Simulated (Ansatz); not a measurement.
# EuN: the cost of one run

Program: Ansatz 0.2.0. Level of theory: DFT r²SCAN without U, plane waves, PAW, no spin–orbit coupling unless a run says so. These are calculated values, not measurements.

### 1 The system as given

Symmetry: P4/nmm, No. 129, tetragonal system. The conventional cell has a = 4.074 Å, b = 4.074 Å, c = 5.134 Å, α = 90.00°, β = 90.00°, γ = 90.00°. Around Eu (site symmetry 4mm) lie 4 N at 2.37 Å. Around N (site symmetry -4m2) lie 4 Eu at 2.37 Å.

Coordinates:

```
Eu N
1.0
     4.07405    0.00000    0.00000
     0.00000    4.07405    0.00000
     0.00000    0.00000    5.13364
Eu N
2 2
Cartesian
  2.0370 0.0000 1.2156
  0.0000 2.0370 3.9180
  0.0000 0.0000 0.0000
  2.0370 2.0370 0.0000
```

Magnetic order typed: ferromagnetic.

### 2 From atoms, symmetry kept, no search

Contents of input.yaml:

```yaml
crystal:
  lattice:
    - [4.07405136, 0.0, 0.0]
    - [0.0, 4.07405136, 0.0]
    - [0.0, 0.0, 5.13364383]
  atoms:
    - { symbol: Eu, position: [0.5, 0.0, 0.2368], spin: 6.0 }
    - { symbol: Eu, position: [0.0, 0.5, 0.7632], spin: 6.0 }
    - { symbol: "N", position: [0.0, 0.0, 0.0] }
    - { symbol: "N", position: [0.5, 0.5, 0.0] }
basis:
  ecutwfc: 500
  ecutrho_ratio: 4
kpoints:
  mp_grid: { grid: [5, 5, 4] }
hamiltonian:
  xc: r2scan
scf:
  occupations: { method: gaussian, width: 0.05 }
  lower_state_search: "off"
  max_iter: 150
output:
  forces: true
  stress: true
  eigenvalues: true
  populations: true
  hubbard: { sites: [{ site: 0, l: f }, { site: 1, l: f }] }
magnetization:
  spin_polarized: true
```

Run with:

```sh
ansatz run input.yaml --threads 4 --pin off --max-ram 6144MiB --backend cpu --events-out ev --progress --plain --runs-dir out
```

Q: Estimate wall time and peak memory on 4 threads of AMD EPYC 9R45 (Zen 5), shared host.

About 5.8 s, with a peak of 0.68 GiB.
